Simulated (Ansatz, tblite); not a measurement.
# The cluster Te5Pb4: a ladder of methods and basis sets

One table from this session's results is given with a row withheld; the runs are named, their logs left out.

Computed with Ansatz 0.2.0, Gaussian basis. Level: as each input shows.

The runs, in order: GFN1-xTB, GFN2-xTB, PBE-D4/def2-SVP, r2SCAN-D4/def2-SVP, LDA/def2-SVP, B97M-V/def2-SVP, MP2/def2-SVP, RPA/def2-SVP.

7 further runs of the same task are left out: 5 that didn't finish, 2 set aside as unsound or not needed.

### The relaxed structure

The geometry is that of the singlet, from an earlier relaxation (PBE-D4/def2-SVP). At that level it is the lowest of the isomers that a small search found.

9 atoms, charge 0, spin multiplicity 1.

Bond lengths: Pb1–Te6 3.065 Å, Pb1–Te7 3.063 Å, Pb1–Te8 3.063 Å, Pb2–Te6 3.069 Å, Pb2–Te8 2.997 Å, Pb2–Te9 3.067 Å, Pb3–Te6 3.069 Å, Pb3–Te7 2.997 Å, Pb3–Te9 3.067 Å, Pb4–Te5 2.953 Å, Pb4–Te7 3.038 Å, Pb4–Te8 3.038 Å, Te5–Te9 2.748 Å. Angles: Te6–Pb1–Te7 96.1°, Te6–Pb1–Te8 96.0°, Te7–Pb1–Te8 92.5°, Te6–Pb2–Te8 97.3°, Te6–Pb2–Te9 89.0°, Te8–Pb2–Te9 98.3°, Te6–Pb3–Te7 97.4°, Te6–Pb3–Te9 89.0°, Te7–Pb3–Te9 98.2°, Te5–Pb4–Te7 97.1°, Te5–Pb4–Te8 97.2°, Te7–Pb4–Te8 93.5°, Pb4–Te5–Te9 103.4°, Pb1–Te6–Pb2 82.7°, Pb1–Te6–Pb3 82.6°, Pb2–Te6–Pb3 89.3°, Pb1–Te7–Pb3 83.8°, Pb1–Te7–Pb4 84.8° and more.

Coordinates:

```mol
Pb4Te5
  3D, bonds by distance, orders not assigned

  9 13  0  0  0  0  0  0  0  0999 V2000
    1.4065   -2.0741    1.1104 Pb  0  0
   -1.9486    0.0813    1.8331 Pb  0  0
   -0.9437   -1.3545   -2.1074 Pb  0  0
    2.2818    1.7718   -0.0613 Pb  0  0
   -0.0785    3.1592   -1.1669 Te  0  0
   -1.5486   -2.6946    0.5866 Te  0  0
    1.9645   -0.8136   -1.6250 Te  0  0
    0.9344    0.6532    2.4213 Te  0  0
   -2.0678    1.2712   -0.9908 Te  0  0
  1  6  8  0
  1  7  8  0
  1  8  8  0
  2  6  8  0
  2  8  8  0
  2  9  8  0
  3  6  8  0
  3  7  8  0
  3  9  8  0
  4  5  8  0
  4  7  8  0
  4  8  8  0
  5  9  8  0
M  END
```

Pb, Te take a core potential in the def2 sets. No spin-orbit coupling is included.

PBE0-D4/def2-SVP was run before; its log isn't repeated, and its numbers join the tables.

The first run:

Tight binding, by tblite at 300 K electronic temperature and without a spin-polarisation term:

```python
tblite.interface.Calculator('GFN1-xTB', numbers, positions, charge=0, uhf=0).singlepoint()
```

Tight binding, by tblite at 300 K electronic temperature and without a spin-polarisation term:

```python
tblite.interface.Calculator('GFN2-xTB', numbers, positions, charge=0, uhf=0).singlepoint()
```

start.molden holds the orbitals of an earlier run on this state, given as this run's starting guess.

File in.yaml:

```yaml
crystal:
  periodic: [false, false, false]
  atoms:
    - {symbol: Pb, position_ang: [1.406541, -2.074128, 1.110362]}
    - {symbol: Pb, position_ang: [-1.948598, 0.081318, 1.833115]}
    - {symbol: Pb, position_ang: [-0.943677, -1.354509, -2.107403]}
    - {symbol: Pb, position_ang: [2.281805, 1.771850, -0.061289]}
    - {symbol: Te, position_ang: [-0.078543, 3.159218, -1.166945]}
    - {symbol: Te, position_ang: [-1.548608, -2.694582, 0.586618]}
    - {symbol: Te, position_ang: [1.964468, -0.813596, -1.624972]}
    - {symbol: Te, position_ang: [0.934434, 0.653202, 2.421299]}
    - {symbol: Te, position_ang: [-2.067822, 1.271216, -0.990795]}
basis:
  gaussian: {orbitals: def2-SVP, initial_orbitals: start.molden}
hamiltonian: {xc: pbe, dispersion: d4}
scf: {omitted_lower_state_checks: [starts]}
output: {orbitals: {seedname: orbitals}}
```

Run with:

```sh
$ ansatz run in.yaml --threads 4 --pin off --events-out ev --progress --plain --max-ram 6963MiB
```

Among the steps run: PBE-D4/def2-SVP; r2SCAN-D4/def2-SVP; LDA/def2-SVP; B97M-V/def2-SVP; MP2/def2-SVP; RPA/def2-SVP.

One table of the session follows, with a row left open; its other results are not shown here.

It belongs to the step «Binding energy». 

| level | binding an atom (eV) |
| --- | --- |
| HF/def2-SVP | 1.237 |
| LDA/def2-SVP | 3.326 |
| PBE-D4/def2-SVP | 2.883 |
| r2SCAN-D4/def2-SVP | 2.649 |
| B97M-V/def2-SVP | 2.654 |
| PBE0-D4/def2-SVP | 2.712 |
| RPA/def2-SVP | 2.002 |
| MP2/def2-SVP | ? |

Estimate the missing values for MP2/def2-SVP.

**Answer.** binding an atom (eV): 2.385. In the column «binding an atom (eV)» it lies between RPA/def2-SVP (2.002) and r2SCAN-D4/def2-SVP (2.649).

To keep in mind: Free atoms were run apart at each level; binding is atoms less cluster, divided by the number of atoms, without zero-point or spin-orbit terms.
